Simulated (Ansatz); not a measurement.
# RASSCF(6,8)/jorge-DZP (max holes 2, max particles 1, ras orbitals (2, 2, 4)) run of SiH2SF2 (SMILES F[SiH](F)S)

What is the energy change on altering one bond length of SiH2SF2 at RASSCF(6,8)/jorge-DZP (max holes 2, max particles 1, ras orbitals (2, 2, 4))? 

The results are computed with Ansatz 0.2.0.

4 further runs of the same task are left out: 2 that didn't finish, 2 set aside as unsound or not needed.

**1. The structure to begin with**

SiH2SF2 has 6 atoms, charge 0, and is taken as a singlet. SMILES: `F[SiH](F)S`. The shape is that of a PBE0-D4/def2-TZVP optimisation. This is one conformer, not always the lowest.

Bond lengths: F1–Si2 1.585 Å, Si2–F3 1.585 Å, Si2–S4 2.104 Å, Si2–H5 1.470 Å, S4–H6 1.346 Å. Angles: F1–Si2–F3 105.3°, F1–Si2–S4 111.3°, F3–Si2–S4 111.3°, F1–Si2–H5 109.7°, F3–Si2–H5 109.7°, S4–Si2–H5 109.4°, Si2–S4–H6 93.3°.

**2. A single-point energy at RASSCF(6,8)/jorge-DZP (max holes 2, max particles 1, ras orbitals (2, 2, 4))**

in.yaml

```yaml
crystal:
  periodic: [false, false, false]
  atoms:
    - {symbol: F, position_ang: [-0.390100, -1.503700, 0.703600]}
    - {symbol: Si, position_ang: [0.413300, -0.308900, 0.041100]}
    - {symbol: F, position_ang: [0.491500, -0.663200, -1.501700]}
    - {symbol: S, position_ang: [-0.555100, 1.532600, 0.355800]}
    - {symbol: H, position_ang: [1.769100, -0.249400, 0.605800]}
    - {symbol: H, position_ang: [-1.686500, 1.128700, -0.250700]}
basis:
  gaussian: {orbitals: jorge-DZP.json}
hamiltonian: {pseudopotentials: {relativity: none}}
correlation:
  active_space: {ras: {orbitals: [2, 2, 4], electrons: 6, max_holes: 2, max_particles: 1}}
  electrons: all
```

The basis set jorge-DZP is read from a file made from the Basis Set Exchange's data (not shown).

On the command line:

```bash
$ ansatz run in.yaml --threads 1 --pin off --max-ram 2610MiB --events-out events.jsonl --progress --plain --runs-dir runs
```

The log of the run:

```text
Warning: RAYON_NUM_THREADS=1 ignored (pool sized by the plan → 1); use --threads N
Functional definition: HF
  name "HF"
  exchange = exact_x
  correlation = 0
804 factors; integrals over basis functions are off by at most 7.7e-4 eV
mean field evaluation 1: about -24125.8106 eV, gradient 3.4e1 eV
mean field evaluation 2: about -24125.8126 eV, gradient 3.4e1 eV
mean field evaluation 4: about -24128.1994 eV, gradient 2.2e0 eV
mean field evaluation 8: about -24128.2249 eV, gradient 1.4e-4 eV
mean field -24128.22492422 eV, -886.6959112667 hartree, gradient 2.1e-6 eV, S^2 0.000000; 0 other end points of the search recorded, 0 dependent functions left out
reference -24128.22492422 eV, -886.6959112667 hartree; 25, 25 occupied and 63, 63 virtual orbitals, 804 factors
state -24129.73996080 eV, -886.7515878342 hartree
Total energy: -24129.73996080 eV, -886.7515878342 hartree
```

It took 30 s on 1 thread of Arm Neoverse V1, shared host; peak memory 0.17 GiB.

**3. The distorted shape**

in.yaml

```yaml
crystal:
  periodic: [false, false, false]
  atoms:
    - {symbol: F, position_ang: [-0.254507, -1.497749, 0.760075]}
    - {symbol: Si, position_ang: [0.548893, -0.302949, 0.097575]}
    - {symbol: F, position_ang: [0.627093, -0.657249, -1.445225]}
    - {symbol: S, position_ang: [-0.419507, 1.538551, 0.412275]}
    - {symbol: H, position_ang: [1.769100, -0.249400, 0.605800]}
    - {symbol: H, position_ang: [-1.550907, 1.134651, -0.194225]}
basis:
  gaussian: {orbitals: jorge-DZP.json}
hamiltonian: {pseudopotentials: {relativity: none}}
correlation:
  active_space: {ras: {orbitals: [2, 2, 4], electrons: 6, max_holes: 2, max_particles: 1}}
  electrons: all
```

The basis set jorge-DZP is read from a file made from the Basis Set Exchange's data (not shown).

On the command line:

```bash
$ ansatz run in.yaml --threads 1 --pin off --max-ram 2610MiB --events-out events.jsonl --progress --plain --runs-dir runs
```

The log of the run:

```text
Warning: RAYON_NUM_THREADS=1 ignored (pool sized by the plan → 1); use --threads N
[... 4 set-up lines as earlier in the session ...]
804 factors; integrals over basis functions are off by at most 8.3e-4 eV
mean field evaluation 1: about -24125.5711 eV, gradient 3.4e1 eV
mean field evaluation 2: about -24125.5730 eV, gradient 3.4e1 eV
mean field evaluation 4: about -24127.9508 eV, gradient 2.2e0 eV
mean field evaluation 8: about -24127.9757 eV, gradient 1.4e-4 eV
mean field -24127.97573273 eV, -886.6867536485 hartree, gradient 2.2e-6 eV, S^2 0.000000; 0 other end points of the search recorded, 0 dependent functions left out
reference -24127.97573273 eV, -886.6867536485 hartree; 25, 25 occupied and 63, 63 virtual orbitals, 804 factors
state -24129.49205522 eV, -886.7424774721 hartree
Total energy: -24129.49205522 eV, -886.7424774721 hartree
```

Wall time 29 s (1 thread of Arm Neoverse V1, shared host); peak memory 0.2 GiB.

**4. What came out**

Level: RASSCF(6,8)/jorge-DZP (max holes 2, max particles 1, ras orbitals (2, 2, 4)).

| quantity | value |
| --- | --- |
| first shape: total energy | -886.75159 Eh |
| distorted shape: total energy | -886.74248 Eh |
| energy change with the Si2–H5 bond shortened from 1.470 to 1.323 Å | 0.248 eV |

With the Si2–H5 bond shortened from 1.470 to 1.323 Å the energy rises by 0.25 eV (5.7 kcal/mol). The first shape isn't relaxed at this level, so the change isn't measured from a minimum.
